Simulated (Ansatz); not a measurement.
**BH5NPS: a ladder of functionals and wavefunction methods**

One table from this session's results is given with a row withheld; the runs are named, their logs left out.

Method: functionals in def2-TZVPP, the program's frozen cores in correlated methods; program: Ansatz 0.2.0, Gaussian basis.

Levels to be run: LDA (SPW92), PBE-D4, revPBE-D4, BLYP-D4, r2SCAN-D4, B97M-V, PBE0-D4, B3LYP-D4, r2SCANh-D4, r2SCAN0-D4, HSE06-D4, BHLYP-D4, CAM-B3LYP-D4, LC-ωPBE, ωB97X-V, ωB97M-V, B2PLYP, PBE-QIDH; CCSD(T)/def2-SVP; CCSD(T)/def2-TZVPP; MP2/def2-QZVPP; extrapolation to the limit; RPA on PBE.

## The relaxed structure

All runs share one geometry, relaxed beforehand with PBE0-D4 in a triple-zeta def2 set.

SMILES `NBPS`, 9 atoms, charge 0, spin multiplicity 1.

Atoms are counted from 1 here; the program's logs count them from 0.

Bond lengths: N1–B2 1.383 Å, N1–H5 1.007 Å, N1–H6 1.007 Å, B2–P3 1.949 Å, B2–H7 1.196 Å, P3–S4 2.131 Å, P3–H8 1.420 Å, S4–H9 1.342 Å. Angles: B2–N1–H5 123.2°, B2–N1–H6 123.0°, H5–N1–H6 113.8°, N1–B2–P3 117.8°, N1–B2–H7 119.3°, P3–B2–H7 122.9°, B2–P3–S4 94.1°, B2–P3–H8 97.8°, S4–P3–H8 97.2°, P3–S4–H9 95.3°.

Set-up of the first run:

in.yaml

```yaml
crystal:
  periodic: [false, false, false]
  atoms:
    - {symbol: N, position_ang: [0.614140, 1.314730, -0.950293]}
    - {symbol: B, position_ang: [0.768722, 0.115122, -0.279789]}
    - {symbol: P, position_ang: [-0.763335, -1.086519, -0.204418]}
    - {symbol: S, position_ang: [-1.030977, -0.857910, 1.897051]}
    - {symbol: H, position_ang: [-0.234637, 1.576098, -1.425609]}
    - {symbol: H, position_ang: [1.331105, 2.020667, -0.982246]}
    - {symbol: H, position_ang: [1.811131, -0.126262, 0.255181]}
    - {symbol: H, position_ang: [-0.046260, -2.311074, -0.161485]}
    - {symbol: H, position_ang: [-2.361389, -0.691049, 1.834607]}
basis:
  gaussian: {orbitals: def2-TZVPP}
hamiltonian: {xc: lda}
output: {orbitals: {seedname: orbitals}}
```

Steps of the session up to this table: LDA; PBE-D4 (GGA); revPBE-D4 (GGA); BLYP-D4 (GGA); r2SCAN-D4 (meta-GGA); B97M-V (meta-GGA); PBE0-D4 (hybrid); B3LYP-D4 (hybrid); r2SCANh-D4 (hybrid); r2SCAN0-D4 (hybrid); HSE06-D4 (hybrid); BHLYP-D4 (hybrid); CAM-B3LYP-D4 (range-separated); LC-ωPBE (range-separated); ωB97X-V (range-separated); ωB97M-V (range-separated); B2PLYP (double hybrid); PBE-QIDH (double hybrid).

One table of the session follows, with a row left open; its other results are not shown here.

It belongs to the step «Orbital energies across the functionals». 

| functional | HOMO (eV) | gap (eV) |
| --- | --- | --- |
| LDA (SPW92) | -5.83 | 3.82 |
| PBE-D4 | -5.72 | 3.95 |
| revPBE-D4 | -5.68 | 4.00 |
| BLYP-D4 | -5.57 | 3.96 |
| r2SCAN-D4 | -5.97 | 4.43 |
| B97M-V | -6.06 | 4.55 |
| PBE0-D4 | -6.88 | 6.02 |
| B3LYP-D4 | -6.66 | 5.61 |
| r2SCANh-D4 | -6.39 | 5.18 |
| r2SCAN0-D4 | ? | ? |
| HSE06-D4 | -6.48 | 5.24 |
| BHLYP-D4 | -7.91 | 8.05 |
| CAM-B3LYP-D4 | -8.17 | 8.41 |
| LC-ωPBE | -9.51 | 10.89 |
| ωB97X-V | -9.17 | 10.45 |
| ωB97M-V | -8.99 | 10.06 |

**Question.** Estimate the row for r2SCAN0-D4.

Worked estimate for «HOMO (eV)». Against the share of exact exchange, r2SCAN-D4 (0, -5.97), r2SCANh-D4 (0.1, -6.39) give a slope of -4.20 per unit share; at 0.25 the line stands at -7.02.

As computed: HOMO (eV): -7.03; gap (eV): 6.30. In «HOMO (eV)» the line misses by +0.01.
